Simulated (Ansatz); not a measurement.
# SrTiO3: the cost of one run

Method: DFT PBE, scalar-relativistic, plane waves, PAW, in Ansatz 0.2.0.

## (1) The system as given

The structure is cubic, space group Pm-3m (No. 221). The conventional cell has a = 3.905 Å, b = 3.905 Å, c = 3.905 Å, α = 90.00°, β = 90.00°, γ = 90.00°. Sr (site symmetry m-3m) is surrounded by 12 O at 2.76 Å. Ti (site symmetry m-3m) has 6 O at 1.95 Å in its first shell of neighbours. O (site symmetry 4/mmm) has 2 Ti at 1.95 Å and 4 Sr at 2.76 Å in its first shell of neighbours.

Structure file:

```
CELL_PARAMETERS angstrom
7.81056 0.00000 0.00000
0.00000 7.81056 0.00000
0.00000 0.00000 7.81056
ATOMIC_POSITIONS crystal
Sr 0.25000 0.25000 0.25000
Sr 0.25000 0.25000 0.75000
Sr 0.25000 0.75000 0.25000
Sr 0.25000 0.75000 0.75000
Sr 0.75000 0.25000 0.25000
Sr 0.75000 0.25000 0.75000
Sr 0.75000 0.75000 0.25000
Sr 0.75000 0.75000 0.75000
Ti 0.00000 0.00000 0.00000
Ti 0.00000 0.00000 0.50000
Ti 0.00000 0.50000 0.00000
Ti 0.00000 0.50000 0.50000
Ti 0.50000 0.00000 0.00000
Ti 0.50000 0.00000 0.50000
Ti 0.50000 0.50000 0.00000
Ti 0.50000 0.50000 0.50000
O 0.25000 0.00000 0.00000
O 0.25000 0.00000 0.50000
O 0.25000 0.50000 0.00000
O 0.25000 0.50000 0.50000
O 0.75000 0.00000 0.00000
O 0.75000 0.00000 0.50000
O 0.75000 0.50000 0.00000
O 0.75000 0.50000 0.50000
O 0.00000 0.25000 0.00000
O 0.00000 0.25000 0.50000
O 0.00000 0.75000 0.00000
O 0.00000 0.75000 0.50000
O 0.50000 0.25000 0.00000
O 0.50000 0.25000 0.50000
O 0.50000 0.75000 0.00000
O 0.50000 0.75000 0.50000
O 0.00000 0.00000 0.25000
O 0.00000 0.00000 0.75000
O 0.00000 0.50000 0.25000
O 0.00000 0.50000 0.75000
O 0.50000 0.00000 0.25000
O 0.50000 0.00000 0.75000
O 0.50000 0.50000 0.25000
O 0.50000 0.50000 0.75000
```

The runs take a perfect supercell of 40 atoms; the defect goes to fractional position (0.750, 0.000, 0.750).

## (2) The perfect supercell

input.yaml reads:

```yaml
crystal:
  lattice:
    - [7.81056, 0.0, 0.0]
    - [0.0, 7.81056, 0.0]
    - [0.0, 0.0, 7.81056]
  atoms:
    - { symbol: Sr, position: [0.25, 0.25, 0.25] }
    - { symbol: Sr, position: [0.25, 0.25, 0.75] }
    - { symbol: Sr, position: [0.25, 0.75, 0.25] }
    - { symbol: Sr, position: [0.25, 0.75, 0.75] }
    - { symbol: Sr, position: [0.75, 0.25, 0.25] }
    - { symbol: Sr, position: [0.75, 0.25, 0.75] }
    - { symbol: Sr, position: [0.75, 0.75, 0.25] }
    - { symbol: Sr, position: [0.75, 0.75, 0.75] }
    - { symbol: Ti, position: [0.0, 0.0, 0.0] }
    - { symbol: Ti, position: [0.0, 0.0, 0.5] }
    - { symbol: Ti, position: [0.0, 0.5, 0.0] }
    - { symbol: Ti, position: [0.0, 0.5, 0.5] }
    - { symbol: Ti, position: [0.5, 0.0, 0.0] }
    - { symbol: Ti, position: [0.5, 0.0, 0.5] }
    - { symbol: Ti, position: [0.5, 0.5, 0.0] }
    - { symbol: Ti, position: [0.5, 0.5, 0.5] }
    - { symbol: O, position: [0.25, 0.0, 0.0] }
    - { symbol: O, position: [0.25, 0.0, 0.5] }
    - { symbol: O, position: [0.25, 0.5, 0.0] }
    - { symbol: O, position: [0.25, 0.5, 0.5] }
    - { symbol: O, position: [0.75, 0.0, 0.0] }
    - { symbol: O, position: [0.75, 0.0, 0.5] }
    - { symbol: O, position: [0.75, 0.5, 0.0] }
    - { symbol: O, position: [0.75, 0.5, 0.5] }
    - { symbol: O, position: [0.0, 0.25, 0.0] }
    - { symbol: O, position: [0.0, 0.25, 0.5] }
    - { symbol: O, position: [0.0, 0.75, 0.0] }
    - { symbol: O, position: [0.0, 0.75, 0.5] }
    - { symbol: O, position: [0.5, 0.25, 0.0] }
    - { symbol: O, position: [0.5, 0.25, 0.5] }
    - { symbol: O, position: [0.5, 0.75, 0.0] }
    - { symbol: O, position: [0.5, 0.75, 0.5] }
    - { symbol: O, position: [0.0, 0.0, 0.25] }
    - { symbol: O, position: [0.0, 0.0, 0.75] }
    - { symbol: O, position: [0.0, 0.5, 0.25] }
    - { symbol: O, position: [0.0, 0.5, 0.75] }
    - { symbol: O, position: [0.5, 0.0, 0.25] }
    - { symbol: O, position: [0.5, 0.0, 0.75] }
    - { symbol: O, position: [0.5, 0.5, 0.25] }
    - { symbol: O, position: [0.5, 0.5, 0.75] }
basis:
  ecutwfc: 420
  fft_grid_basis: typed
kpoints:
  mp_grid: { grid: [2, 2, 2] }
hamiltonian:
  xc: pbe
  pseudopotentials: { kind: paw }
scf:
  occupations: { method: gaussian, width: 0.05 }
output:
  forces: true
  stress: false
  eigenvalues: true
  bader: false
  write_density: true
  volumetric_format: npy
```

The run is started by

```sh
$ ansatz run input.yaml --threads 4 --pin off --max-ram 10240MiB --backend cpu --events-out ev --progress --plain --runs-dir out
```

Q: Estimate wall time and peak memory on 4 threads of AMD EPYC 9R45 (Zen 5), shared host.

About 1.7 s, with a peak of 1.9 GiB.
